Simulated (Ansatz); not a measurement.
**ClH5N2Si2: up Jacob's ladder to CCSD(T)**

How much do the methods differ for ClH5N2Si2? The plan is to run it at one geometry with functionals of several rungs and with coupled cluster, and see how far each lands from CCSD(T) at the basis-set limit for the atomisation energy.

Program: Ansatz 0.2.0, Gaussian basis. Level of theory: functionals in def2-TZVPP, the program's frozen cores in correlated methods. These are calculated values, not measurements.

The runs, in order: LDA (SPW92), PBE-D4, revPBE-D4, BLYP-D4, r2SCAN-D4, B97M-V, PBE0-D4, B3LYP-D4, r2SCANh-D4, r2SCAN0-D4, HSE06-D4, BHLYP-D4, CAM-B3LYP-D4, LC-ωPBE, ωB97X-V, ωB97M-V, B2PLYP, PBE-QIDH; CCSD(T)/def2-SVP; CCSD(T)/def2-TZVPP; MP2/def2-QZVPP; extrapolation to the limit; RPA on PBE.

### 1 The relaxed structure

The geometry comes from an earlier relaxation with PBE0-D4 in a triple-zeta def2 set; it is a stationary point, not always the lowest conformer.

10 atoms, charge 0, spin multiplicity 1.

Atoms are counted from 1 here; the program's logs count them from 0.

Bond lengths: N1–Si2 1.738 Å, N1–H6 1.011 Å, N1–H7 1.008 Å, Si2–Cl3 2.181 Å, Si2–N4 1.846 Å, N4–Si5 1.643 Å, N4–H8 1.016 Å, Si5–H9 1.464 Å, Si5–H10 1.479 Å. Angles: Si2–N1–H6 121.3°, Si2–N1–H7 116.5°, H6–N1–H7 110.5°, N1–Si2–Cl3 105.7°, N1–Si2–N4 96.5°, Cl3–Si2–N4 91.4°, Si2–N4–Si5 132.4°, Si2–N4–H8 111.1°, Si5–N4–H8 116.3°, N4–Si5–H9 123.1°, N4–Si5–H10 117.2°, H9–Si5–H10 117.2°.

### 2 LDA

This LDA is Slater exchange with PW92 correlation.

File in.yaml:

```yaml
crystal:
  periodic: [false, false, false]
  atoms:
    - {symbol: N, position_ang: [-0.559765, -1.176516, -1.689487]}
    - {symbol: Si, position_ang: [0.881773, -0.713106, -0.835955]}
    - {symbol: Cl, position_ang: [1.188868, 1.396562, -1.296743]}
    - {symbol: N, position_ang: [0.053545, -0.290308, 0.758827]}
    - {symbol: Si, position_ang: [0.134062, 1.029894, 1.733531]}
    - {symbol: H, position_ang: [-1.311768, -0.518643, -1.846585]}
    - {symbol: H, position_ang: [-0.433541, -1.767227, -2.496684]}
    - {symbol: H, position_ang: [-0.495682, -1.072226, 1.104069]}
    - {symbol: H, position_ang: [1.003787, 2.175496, 1.458175]}
    - {symbol: H, position_ang: [-0.378282, 0.884973, 3.113653]}
basis:
  gaussian: {orbitals: def2-TZVPP}
hamiltonian: {xc: lda}
output: {orbitals: {seedname: orbitals}}
```

The run is started by

```
> ansatz run in.yaml --threads 4 --pin off --events-out ev --progress --plain --max-ram 10444MiB
```

After this run come: PBE-D4 (GGA); revPBE-D4 (GGA); BLYP-D4 (GGA); r2SCAN-D4 (meta-GGA); B97M-V (meta-GGA); B3LYP-D4 (hybrid); r2SCANh-D4 (hybrid); r2SCAN0-D4 (hybrid); HSE06-D4 (hybrid); BHLYP-D4 (hybrid); CAM-B3LYP-D4 (range-separated); LC-ωPBE (range-separated); ωB97X-V (range-separated); ωB97M-V (range-separated); B2PLYP (double hybrid); PBE-QIDH (double hybrid); CCSD(T) in def2-SVP; CCSD(T) in def2-TZVPP; MP2 in def2-QZVPP; RPA on PBE orbitals.

Before running them: what should the planned runs give, taken together? Wanted: atomisation energy, CCSD(T)/CBS; farthest beyond LDA; mean size of error, GGA; mean size of error, meta-GGA; mean size of error, hybrid; mean size of error, range-separated; mean size of error, double hybrid; gap, smallest and largest; T1 diagnostic.

**Answer**, as computed:

```
                               quantity                                                  value
        atomisation energy, CCSD(T)/CBS                                              33.157 eV
    functionals within 0.166 eV (0.5 %)  revPBE-D4, r2SCAN-D4, HSE06-D4, CAM-B3LYP-D4, ωB97X-V
                    farthest beyond LDA                                   BHLYP-D4 (-1.113 eV)
                mean size of error, GGA                                               0.425 eV
           mean size of error, meta-GGA                                               0.150 eV
             mean size of error, hybrid                                               0.466 eV
    mean size of error, range-separated                                               0.275 eV
      mean size of error, double hybrid                                               0.590 eV
              gap, smallest and largest               1.15 eV (LDA (SPW92)), 6.20 eV (LC-ωPBE)
                          T1 diagnostic                                                 0.0262
triples share of the correlation energy                                                  4.4 %
```

What this shows: The LDA atomisation energy is off by 5.286 eV (16 %): it overbinds. PBE-D4 misses by +0.802 eV. Double hybrids carry the basis error of their MP2 part in triple zeta, and no dispersion term here, so their miss is partly the set-up's. Taken by rung, meta-GGA functionals do best (0.150 eV on average) and double hybrid ones worst beyond LDA (0.590 eV). The reference freezes the cores and leaves out relativity and excitations past (T), so misses under about 0.166 eV can't be ranked. Hartree-Fock recovers 65 % of the binding; the rest is correlation. CCSD(T) in def2-SVP is off by -3.398 eV, which most functionals beat. The gap grows from 1.1 to 6.2 eV across the functionals, mostly with the share of exact exchange. T1 = 0.026 passes the customary mark of 0.02 by a little.
